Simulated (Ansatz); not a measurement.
# Ge13H7: the cost of one run

Program: Ansatz 0.2.0. Level of theory: DFT PBE, scalar-relativistic, plane waves, PAW. These are calculated values, not measurements.

### Step 1. The system as given

The cell holds 20 atoms (Ge13H7): a = 6.896 Å, b = 7.144 Å, c = 7.209 Å, α = 89.82°, β = 88.17°, γ = 85.76°.

It is the last frame of an earlier stage of the same melt, run at 300 K.

Its coordinates follow in the input file.

### Step 2. Relaxation without symmetry, coarse mesh

A cheap relaxation: coarse mesh, no symmetry, loose thresholds.

Input file input.yaml:

```yaml
crystal:
  lattice:
    - [6.890634, 0.25941, 0.112314]
    - [0.25941, 7.138995, 0.009288]
    - [0.112314, 0.009288, 7.207955]
  atoms:
    - { symbol: H, position: [0.2799644891, 0.4732969939, 0.9362452879] }
    - { symbol: H, position: [0.5656046775, 0.9155612307, 0.0227375966] }
    - { symbol: H, position: [0.9275094506, 0.0484450382, 0.0338372648] }
    - { symbol: H, position: [0.6644364714, 0.0074920399, 0.7121724153] }
    - { symbol: H, position: [0.1648494131, 0.6241421211, 0.7019969729] }
    - { symbol: H, position: [0.3156484937, 0.9275794155, 0.8144940661] }
    - { symbol: H, position: [0.8185768047, 0.0883785336, 0.0627089234] }
    - { symbol: Ge, position: [0.0716847584, 0.3420412204, 0.9552323258] }
    - { symbol: Ge, position: [0.4424126634, 0.1154963148, 0.9579481047] }
    - { symbol: Ge, position: [0.1168958003, 0.2906418356, 0.5798732929] }
    - { symbol: Ge, position: [0.973150879, 0.5107332505, 0.3197704369] }
    - { symbol: Ge, position: [0.5485899627, 0.7230645245, 0.3745579238] }
    - { symbol: Ge, position: [0.7858521811, 0.8133229905, 0.6545492068] }
    - { symbol: Ge, position: [0.7135236038, 0.5292350742, 0.9242374009] }
    - { symbol: Ge, position: [0.2289124588, 0.8261474296, 0.1340725976] }
    - { symbol: Ge, position: [0.68331186, 0.3031274587, 0.3499148847] }
    - { symbol: Ge, position: [0.0305599502, 0.9648570288, 0.4269736218] }
    - { symbol: Ge, position: [0.4979190833, 0.3491402159, 0.6616633494] }
    - { symbol: Ge, position: [0.3782243037, 0.4594830401, 0.1738831268] }
    - { symbol: Ge, position: [0.283749198, 0.808634216, 0.6237478678] }
  symmetry: { detect: false }
basis:
  ecutwfc: 420
kpoints:
  mp_grid: { grid: [2, 2, 2], shift: [0.5, 0.5, 0.5] }
hamiltonian:
  xc: pbe
scf:
  occupations: { method: gaussian, width: 0.1 }
  lower_state_search: "off"
output:
  forces: true
  stress: true
  eigenvalues: true
relax:
  adjacent_minimum: "off"
  f_tol: 0.04
  max_steps: 70
  cell: { stress_tol: 0.3 }
```

Launch:

```sh
$ ansatz run input.yaml --threads 2 --pin off --max-ram 5120MiB --backend cpu --events-out ev --progress --plain --runs-dir out
```

Q: Estimate wall time and peak memory on 2 threads of Arm Neoverse V2, shared host.

About 7.7 min, with a peak of 0.79 GiB.
